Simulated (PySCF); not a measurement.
# C7H11FN: the cost of one run

Programs: PySCF 2.14.0, with routines of our own; each step states its level. All values are computed. Atoms count from 0.

### 1 The system as given

20 atoms, charge 1, multiplicity 1; geometry from: GFN2-xTB.

### 2 Magnetic properties: GIAO B3LYP/pcSseg-1

Job settings and geometry (Å):

```
{"job": {"kind": "mag", "xc": "B3LYP", "basis": "pcSseg-1", "isotopologues": 0}, "charge": 1, "multiplicity": 1}
C      3.614343     0.444759     0.530097
C      2.398573    -0.086814     0.421501
C      1.231611     0.717659     0.156917
C     -0.018100     0.260861     0.048547
C     -0.482203    -1.174659     0.171829
N     -1.897092    -1.128289    -0.293558
C     -2.400454     0.206735     0.125587
C     -1.228181     1.108433    -0.253917
F     -1.311262     1.341270    -1.617262
H      4.481463    -0.160954     0.724804
H      3.778836     1.504509     0.427740
H      2.257225    -1.152432     0.534707
H      1.401728     1.779017     0.039786
H     -0.454539    -1.507470     1.213708
H      0.105985    -1.864635    -0.434785
H     -2.462559    -1.906495     0.057890
H     -1.906422    -1.155358    -1.321540
H     -2.565799     0.221571     1.202925
H     -3.315965     0.475407    -0.401293
H     -1.232337     2.087562     0.229341
```

Level: GIAO B3LYP/pcSseg-1 magnetisability, rotational g tensor and spin-rotation constants, non-relativistic, gas phase.

Launch:

```sh
> OMP_NUM_THREADS=1 python excited_run.py task.json out
```

This one command runs all jobs of the session in turn.

**Question.** How long does this first job take on 1 thread of Arm Neoverse V1, shared host, and how much memory does it need?

About 62 s, with a peak of 0.98 GiB.
